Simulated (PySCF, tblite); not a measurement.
# C2H7NSSi− (doublet): geometry, infrared bands and EPR parameters

Wanted: the infrared bands and EPR parameters of C2H7NSSi− (doublet) (`C[C]([S-])[SiH2]N`), by calculation.

The runs use tblite 0.8.0 and PySCF 2.14.0, with density-fitted response routines of our own; the level of theory stands in each step. All values are computed, except where a source is named. Atoms are numbered from 0 throughout.

**1. Starting geometry**

12 atoms, charge -1, multiplicity 2; geometry from: force field or distance geometry start.

Bonds of the start (Å): C0–C1 1.48, C1–S2 1.78, C1–Si3 1.86, Si3–N4 1.80, C0–H5 1.12, C0–H6 1.10, C0–H7 1.11, Si3–H8 1.47, Si3–H9 1.48, N4–H10 1.05, N4–H11 1.04.

**2. Optimising the geometry with GFN2-xTB**

Job settings and geometry (Å):

```
{"job": {"kind": "relax", "xc": "GFN2-xTB", "basis": "xTB"}, "charge": -1, "multiplicity": 2}
C     -1.759800    -0.317100    -0.180900
C     -0.728700     0.063900     0.813900
S     -0.257900    -1.231000     1.934500
Si     0.713000     0.857000    -0.055300
N      2.191400    -0.160100     0.035300
H     -1.970400     0.595600    -0.800000
H     -1.481400    -1.145300    -0.851800
H     -2.694600    -0.618100     0.334400
H      0.403300     1.185900    -1.451700
H      0.989700     2.090400     0.711400
H      2.586100    -0.213600    -0.931600
H      2.010700    -1.108300     0.415900
```

Run with:

```console
$ OMP_NUM_THREADS=1 python probes_run.py task.json out
```

This one command runs all jobs of the session in turn.

Log:

```text
step      E/eV     max force
  0    -432.60190    1.684
  1    -432.74246    1.070
  2    -432.81424    0.788
  3    -432.84836    0.560
  4    -432.89799    0.570
  5    -432.93017    0.573
  6    -432.95495    0.570
  7    -432.97415    0.481
  8    -432.99740    0.447
  9    -433.01581    0.307
 10    -433.03165    0.336
 11    -433.04690    0.335
 12    -433.06228    0.455
 13    -433.07673    0.350
 14    -433.08727    0.237
 15    -433.09409    0.194
 16    -433.10050    0.286
 17    -433.10598    0.236
 18    -433.10963    0.166
 19    -433.11285    0.143
 20    -433.11668    0.199
 21    -433.12131    0.244
 22    -433.12583    0.180
 23    -433.12947    0.197
 24    -433.13256    0.179
 25    -433.13611    0.229
 26    -433.13983    0.203
 27    -433.14225    0.119
 28    -433.14373    0.103
 29    -433.14529    0.145
 30    -433.14744    0.211
 31    -433.15028    0.214
 32    -433.15320    0.131
 33    -433.15553    0.118
 34    -433.15699    0.122
 35    -433.15829    0.170
 36    -433.15993    0.144
 37    -433.16339    0.166
 38    -433.16636    0.200
 39    -433.17172    0.213
 40    -433.17806    0.245
 41    -433.18523    0.202
 42    -433.16155    0.985
 43    -433.19065    0.216
 44    -433.19242    0.159
 45    -433.19469    0.136
 46    -433.19648    0.158
 47    -433.19861    0.170
 48    -433.20253    0.192
 49    -433.20617    0.202
 50    -433.20965    0.170
 51    -433.21195    0.165
 52    -433.21407    0.139
 53    -433.21495    0.291
 54    -433.21688    0.120
 55    -433.21800    0.064
 56    -433.21919    0.055
 57    -433.21961    0.061
 58    -433.22014    0.070
 59    -433.22079    0.062
 60    -433.22169    0.071
 61    -433.22269    0.084
 62    -433.22366    0.090
 63    -433.22454    0.117
 64    -433.22505    0.105
 65    -433.22597    0.141
 66    -433.22654    0.088
 67    -433.22700    0.055
 68    -433.22743    0.068
 69    -433.22800    0.060
 70    -433.22861    0.091
 71    -433.22934    0.170
 72    -433.22504    0.442
 73    -433.23004    0.111
 74    -433.23048    0.107
 75    -433.23169    0.142
 76    -433.23226    0.068
 77    -433.23283    0.063
 78    -433.23306    0.073
 79    -433.23325    0.089
 80    -433.23364    0.047
 81    -433.23422    0.042
 82    -433.23436    0.183
 83    -433.23525    0.129
 84    -433.23595    0.083
 85    -433.23653    0.164
 86    -433.23752    0.077
 87    -433.23860    0.038
 88    -433.23954    0.044
 89    -433.23966    0.049
 90    -433.23978    0.039
 91    -433.24002    0.031
 92    -433.24017    0.040
 93    -433.24026    0.016
 94    -433.24032    0.020
 95    -433.24038    0.020
 96    -433.24042    0.017
 97    -433.24047    0.013
 98    -433.24050    0.014
 99    -433.24054    0.015
100    -433.24058    0.016
101    -433.24065    0.020
102    -433.24071    0.021
103    -433.24077    0.017
104    -433.24081    0.019
105    -433.24084    0.019
106    -433.24087    0.015
107    -433.24090    0.012
108    -433.24093    0.014
109    -433.24095    0.015
110    -433.24098    0.015
111    -433.24100    0.017
112    -433.24102    0.016
113    -433.24104    0.017
114    -433.24106    0.017
115    -433.24111    0.019
116    -433.24120    0.025
117    -433.24133    0.034
118    -433.24149    0.045
119    -433.24164    0.091
120    -433.24188    0.066
121    -433.24224    0.052
122    -433.24275    0.146
123    -433.24273    0.075
124    -433.24341    0.049
125    -433.24369    0.142
126    -433.24408    0.083
127    -433.24484    0.062
128    -433.24572    0.187
129    -433.24716    0.094
130    -433.24889    0.104
131    -433.25048    0.294
132    -433.25059    0.317
133    -433.25256    0.309
134    -433.25360    0.130
135    -433.25398    0.049
136    -433.25415    0.063
137    -433.25428    0.037
138    -433.25435    0.019
139    -433.25441    0.038
140    -433.25445    0.038
141    -433.25448    0.034
142    -433.25450    0.027
143    -433.25453    0.021
144    -433.25455    0.025
145    -433.25459    0.026
146    -433.25463    0.023
147    -433.25467    0.019
148    -433.25472    0.013
149    -433.25477    0.014
150    -433.25483    0.020
151    -433.25488    0.028
152    -433.25493    0.011
153    -433.25496    0.010
```

Run time: 0.84 s. Hardware: 1 thread of Arm Neoverse V1, shared host.

Along the way: (not every step is listed)

| step | energy from step 0 (eV) | largest force (eV/Å) |
| --- | --- | --- |
| 0 | 0.0000 | 1.6843 |
| 1 | -0.1406 | 1.0698 |
| 2 | -0.2123 | 0.7881 |
| 3 | -0.2465 | 0.5600 |
| 4 | -0.2961 | 0.5700 |
| 5 | -0.3283 | 0.5729 |
| 6 | -0.3530 | 0.5701 |
| 7 | -0.3723 | 0.4812 |
| 8 | -0.3955 | 0.4473 |
| 22 | -0.5239 | 0.1797 |
| 36 | -0.5580 | 0.1444 |
| 50 | -0.6078 | 0.1702 |
| 64 | -0.6232 | 0.1049 |
| 78 | -0.6312 | 0.0734 |
| 92 | -0.6383 | 0.0402 |
| 106 | -0.6390 | 0.0148 |
| 120 | -0.6400 | 0.0665 |
| 134 | -0.6517 | 0.1298 |
| 148 | -0.6528 | 0.0133 |
| 149 | -0.6529 | 0.0145 |
| 150 | -0.6529 | 0.0198 |
| 151 | -0.6530 | 0.0277 |
| 152 | -0.6530 | 0.0110 |
| 153 | -0.6531 | 0.0101 |

Distances of close pairs at the start and the end, largest changes first:

| bond | before (Å) | after (Å) | change (Å) |
| --- | --- | --- | --- |
| C1–S2 | 1.776 | 1.724 | -0.052 |
| Si3–N4 | 1.797 | 1.755 | -0.042 |
| N4–H10 | 1.046 | 1.011 | -0.034 |
| C0–H5 | 1.123 | 1.094 | -0.029 |
| N4–H11 | 1.038 | 1.011 | -0.027 |
| C1–Si3 | 1.861 | 1.835 | -0.026 |
| C0–C1 | 1.483 | 1.504 | +0.021 |
| Si3–H8 | 1.468 | 1.487 | +0.020 |

The next job starts from the end point, and lists it.

**3. Vibrational analysis with GFN2-xTB**

Job settings and geometry (Å):

```
{"job": {"kind": "ir", "xc": "GFN2-xTB", "basis": "xTB"}, "charge": -1, "multiplicity": 2}
C     -1.980077    -0.266212    -0.152877
C     -0.547026    -0.526263     0.220775
S     -0.255664    -1.882888     1.243134
Si     0.752532     0.724317    -0.115277
N      2.409437     0.153273    -0.018570
H     -2.036990     0.380271    -1.033285
H     -2.500716    -1.203541    -0.365651
H     -2.529511     0.232019     0.657144
H      0.631571     1.255984    -1.499223
H      0.851657     1.935579     0.755846
H      2.577332    -0.633256    -0.631792
H      2.628652    -0.169969     0.913748
```

Log:

```text
mode    cm-1     km/mol
  1      51.7      4.80
  2     100.3      0.59
  3     114.6     14.66
  4     138.5     20.92
  5     220.8      3.62
  6     275.4      9.19
  7     299.7      2.64
  8     478.4     85.68
  9     566.7     14.28
 10     595.9      2.88
 11     712.6      2.32
 12     795.3    527.90
 13     826.3     67.06
 14     845.2    457.19
 15     899.0     69.39
 16     917.7     79.59
 17     998.3      1.56
 18    1102.9      8.01
 19    1182.4     25.77
 20    1390.3      7.93
 21    1493.2      0.71
 22    1513.8      0.65
 23    1578.1     17.92
 24    1921.0    647.41
 25    2009.2    566.81
 26    2854.6     98.37
 27    2934.2     97.15
 28    2949.9     63.44
 29    3439.2      8.45
 30    3459.4     16.87
```

It took 0.31 s on 1 thread of Arm Neoverse V1, shared host.

The strongest bands and the atoms that carry them (share of the mass-weighted mode):

| cm⁻¹ | km/mol | atoms |
| --- | --- | --- |
| 478 | 85.7 | H8 37 %, H9 35 %, Si3 17 % |
| 795 | 527.9 | H11 23 %, H9 20 %, N4 17 %, H10 14 % |
| 845 | 457.2 | H8 45 %, H9 39 % |
| 918 | 79.6 | C1 27 %, H5 19 %, H6 19 %, Si3 12 % |
| 1921 | 647.4 | H9 84 %, H8 13 % |
| 2009 | 566.8 | H8 84 %, H9 13 % |
| 2855 | 98.4 | H7 88 % |
| 2934 | 97.2 | H5 87 % |

**4. g tensor and hyperfine couplings: B3LYP/pcH-1**

The job, as its differences from that of step 3:

```diff
@@ -1,2 +1,2 @@
-{"job": {"kind": "ir", "xc": "GFN2-xTB", "basis": "xTB"}, "charge": -1, "multiplicity": 2}
+{"job": {"kind": "epr", "basis": "pcH-1"}, "charge": -1, "multiplicity": 2}
 C     -1.980077    -0.266212    -0.152877
```

Method: UKS B3LYP, pcH-1 on C H N S Si, non-relativistic, mean-field spin-orbit, GIAO.

Log:

```text
UKS, coarse grid
  cycle   1  E = -822.81773234  |g| = 4.53e-01
  cycle   2  E = -822.74710327  |g| = 6.03e-01
  cycle   3  E = -822.92715443  |g| = 5.28e-02
  cycle   4  E = -822.92787045  |g| = 3.64e-02
  cycle   5  E = -822.92845799  |g| = 1.13e-02
  cycle   6  E = -822.92851654  |g| = 4.98e-03
  cycle   7  E = -822.92852870  |g| = 1.18e-03
  cycle   8  E = -822.92852995  |g| = 4.32e-04
UKS, final grid
  cycle   1  E = -822.92853453  |g| = 5.44e-04
  cycle   2  E = -822.92853431  |g| = 8.58e-04
  cycle   3  E = -822.92853468  |g| = 1.14e-04
  cycle   4  E = -822.92853469  |g| = 3.67e-05
  cycle   5  E = -822.92853469  |g| = 2.04e-05
E = -822.92853469 Eh   <S^2> = 0.7535 (exact 0.7500)
g shifts (ppm)      1          2          3
  rmc          -163       -163       -163
  gc             -7         29         37
  oz_so        -297       8687      16338
  total        -467       8553      16214
hyperfine (MHz)  atom isotope    a_iso     a_fc   dipolar eigenvalues
    0   13C     -22.41     -22.43     -1.33     -0.72      2.05
    1   13C      62.94      62.50    -48.22    -47.07     95.29
    2   33S       5.78       5.39    -36.23    -32.16     68.38
    3  29Si      28.01      27.92     -6.65      2.06      4.59
    4   14N       1.76       1.76     -0.18     -0.13      0.31
    5    1H       8.57       8.55     -3.82     -2.83      6.65
    6    1H      31.64      31.62     -3.32     -2.78      6.09
    7    1H      71.90      71.89     -3.21     -2.79      6.00
    8    1H      10.52      10.53     -3.01     -1.78      4.79
    9    1H      54.19      54.18     -2.51     -1.60      4.10
   10    1H      -0.55      -0.56     -1.85     -1.53      3.38
   11    1H       0.37       0.37     -1.74     -1.24      2.98
```

Wall time 39 s (1 thread of Arm Neoverse V1, shared host); peak memory 0.8 GiB.

Principal g values 2.00185, 2.01087, 2.01853; g(iso) = 2.01042, against 2.00232 for a free electron.

Hyperfine couplings; where a row names several nuclei, a(iso) is their mean (it holds for fast rotation or exchange) and the dipolar term the largest among them:

| nuclei | isotope | a(iso) (MHz) | a(iso) (G, at g = 2.0023) | largest dipolar term (MHz) |
| --- | --- | --- | --- | --- |
| C1 | 13C | 62.9 | 22.5 | 95.3 |
| H5, H6, H7 | 1H | 37.4 | 13.3 | 6.6 |
| H8, H9 | 1H | 32.4 | 11.5 | 4.8 |
| Si3 | 29Si | 28.0 | 10.0 | -6.6 |
| C0 | 13C | -22.4 | -8.0 | 2.0 |
| S2 | 33S | 5.8 | 2.1 | 68.4 |
| N4 | 14N | 1.8 | 0.6 | 0.3 |
| H10, H11 | 1H | -0.1 | 0.0 | 3.4 |

Mulliken spin populations:

| atom | value (e) |
| --- | --- |
| C0 | -0.05 |
| C1 | 0.54 |
| S2 | 0.37 |
| Si3 | 0.04 |
| N4 | 0.00 |
| H5 | 0.00 |
| H6 | 0.02 |
| H7 | 0.04 |
| H8 | 0.00 |
| H9 | 0.04 |
| H10 | 0.00 |
| H11 | 0.00 |

In first order the couplings over 0.8 MHz of 1H, 14N give 36 distinct lines over 64.3 G, if the averaged nuclei exchange fast; the same motion can average rows kept apart here too.

Orbitals, density, ELF and potential are computed afterwards from the orbital file.

ELF in a plane through or near 5 of the atoms.

Values, 10 rows by 14 columns:
```
0.00 0.00 0.00 0.00 0.00 0.00 0.00 0.00 0.00 0.00 0.00 0.00 0.00 0.00
0.00 0.00 0.00 0.00 0.00 0.00 0.01 0.00 0.00 0.00 0.00 0.00 0.00 0.00
0.00 0.00 0.00 0.00 0.01 0.19 0.39 0.18 0.00 0.01 0.01 0.00 0.00 0.00
0.00 0.00 0.05 0.10 0.05 0.52 0.80 0.39 0.03 0.78 0.64 0.04 0.00 0.00
0.00 0.03 0.83 0.92 0.82 0.25 0.82 0.49 0.16 0.76 0.67 0.11 0.01 0.00
0.00 0.04 0.52 0.78 0.45 0.65 0.52 0.72 0.54 0.33 0.66 0.35 0.04 0.00
0.00 0.00 0.14 0.65 0.55 0.04 0.21 0.74 0.69 0.06 0.33 0.43 0.04 0.00
0.00 0.00 0.00 0.01 0.01 0.58 0.92 0.19 0.55 0.87 0.23 0.00 0.00 0.00
0.00 0.00 0.00 0.00 0.00 0.38 0.68 0.73 0.78 0.67 0.27 0.00 0.00 0.00
0.00 0.00 0.00 0.00 0.00 0.00 0.03 0.05 0.06 0.02 0.00 0.00 0.00 0.00
```
The map spans 10.5 Å across and 9.6 Å up, centred on the molecule. Atoms in the plane (x, y in Å): C0 (2.0, 0.0), C1 (0.6, -0.5), S2 (0.5, -2.2), Si3 (-0.8, 0.6), N4 (-2.4, -0.1).

log10 of the density (e/Å³) in the same plane.

Values, 10 rows by 14 columns:
```
-4.0 -4.0 -4.0 -4.0 -4.0 -4.0 -4.0 -4.0 -4.0 -4.0 -4.0 -4.0 -4.0 -4.0
-4.0 -4.0 -4.0 -4.0 -3.6 -3.1 -3.0 -3.3 -3.9 -4.0 -4.0 -4.0 -4.0 -4.0
-4.0 -4.0 -4.0 -3.2 -2.5 -1.8 -1.7 -2.0 -2.7 -2.8 -2.9 -3.5 -4.0 -4.0
-4.0 -4.0 -2.5 -1.9 -1.5 -0.7 -0.5 -1.1 -1.7 -1.2 -1.3 -2.2 -3.1 -4.0
-4.0 -2.7 -1.2 -0.4 -0.2  0.4  1.3 -0.5 -0.7 -0.1 -0.2 -1.4 -2.4 -3.6
-4.0 -2.5 -1.0  0.3  0.7 -0.3 -0.4  0.2  0.3  0.3  0.1 -1.0 -2.2 -3.3
-4.0 -3.1 -1.7 -0.8 -0.7 -1.3 -0.8  0.0 -0.1 -0.9 -1.0 -1.6 -2.5 -3.6
-4.0 -4.0 -3.1 -2.6 -2.2 -1.3 -0.4  0.5  0.1 -0.7 -1.6 -2.7 -3.5 -4.0
-4.0 -4.0 -4.0 -4.0 -3.1 -1.9 -1.1 -0.7 -0.8 -1.3 -2.2 -3.5 -4.0 -4.0
-4.0 -4.0 -4.0 -4.0 -4.0 -3.2 -2.5 -2.3 -2.3 -2.7 -3.4 -4.0 -4.0 -4.0
```
The map spans 10.5 Å across and 9.6 Å up, centred on the molecule. Atoms in the plane (x, y in Å): C0 (2.0, 0.0), C1 (0.6, -0.5), S2 (0.5, -2.2), Si3 (-0.8, 0.6), N4 (-2.4, -0.1).

On the surface of density 0.002 e/bohr³ the electrostatic potential runs, from the 1st to the 99th percentile, from -5.50 V near S2 to -2.40 V near H10.

The spin density lies nearest to C1 45 %; S2 36 %.

**5. What came out**

| quantity | value |
| --- | --- |
| strongest single infrared mode (GFN2-xTB) | 1921 cm⁻¹, 647 km/mol |
| zero-point energy (GFN2-xTB) | 52.4 kcal/mol |
| g(iso) (B3LYP) | 2.01042 |
| ⟨S²⟩ | 0.753 (exact 0.75) |
| largest a(iso) (averaged by class) | 13C on C1, 62.9 MHz |

Relaxing lowered the energy by 0.653 eV in 153 steps; the close pair that moved most is C1–S2, from 1.776 to 1.724 Å. No mode is imaginary among the 30: a minimum at this level. The strongest single mode, at 1921 cm⁻¹, moves mainly H9. Unscaled tight-binding wavenumbers are off by several per cent, some by more. Its intensities can rank the bands wrongly. C1 carries the largest spin population, 0.54 e. The isotropic g lies 8.1 ppt above the free-electron value. These values are for one conformer; the search (at its own cheap level) found 2 more, at 0.01, 0.31 kcal/mol (those within 0.05 may be mirror or relabelled copies), and measured spectra average over such forms.
